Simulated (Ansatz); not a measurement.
Rb2Mg:

```xyz
6
Lattice="7.6967 -2.3236 0.0000 7.6967 2.3236 0.0000 -4.1922 0.0000 10.3714" Properties=species:S:1:pos:R:3 pbc="T T T"
Rb    6.1309    0.0000    3.2052
Rb    5.0703    0.0000    7.1663
Rb    9.1511    0.0000    8.9506
Rb    2.0501    0.0000    1.4208
Mg   10.3708    0.0000    4.7394
Mg    0.8305    0.0000    5.6320
```

The cell comes from a database or a generator and needn't be the stable form of this composition.

* Program: Ansatz 0.2.0
* Task: single point
* Functional: PBE
* Potentials or basis: Ansatz PAW
* Cutoff: 420 eV (not typed: the program's choice for these potentials)
* k mesh: 6 × 6 × 3
* Occupations: fermi-dirac, width 0.05 eV
* Spin: no spin polarisation

On this cell: pressure 0.0 GPa; largest force 0.037 eV/Å; band gap on the k mesh none (metal or under the smearing width).

The same run follows on a disturbed copy (atoms moved at random, drawn with an rms of 0.05 Å):

```
CELL_PARAMETERS angstrom
7.69671 -2.32355 0.00000
7.69671 2.32355 0.00000
-4.19220 0.00000 10.37144
ATOMIC_POSITIONS crystal
Rb 0.48057 0.48177 0.30965
Rb 0.52888 0.51366 0.68495
Rb 0.83143 0.82873 0.86107
Rb 0.17175 0.16682 0.14028
Mg 0.79755 0.80408 0.46297
Mg 0.20570 0.19988 0.54439
```

Task: What does the disturbed cell give?

Result: The energy (extrapolated to zero smearing) moves by +0.3 meV/atom; pressure 0.0 GPa; largest force 0.067 eV/Å; band gap on the k mesh none (metal or under the smearing width).

Forces in eV/Å, atoms in the order of the input:
```
Rb  -0.011  0.000 -0.004
Rb  -0.013  0.009  0.041
Rb  -0.004 -0.001 -0.012
Rb   0.038  0.004  0.024
Mg   0.030 -0.045 -0.040
Mg  -0.040  0.033 -0.010
```

Stress tensor (GPa, compression positive):
```
-0.05 -0.01 -0.06
-0.01  0.10  0.01
-0.06  0.01  0.00
```
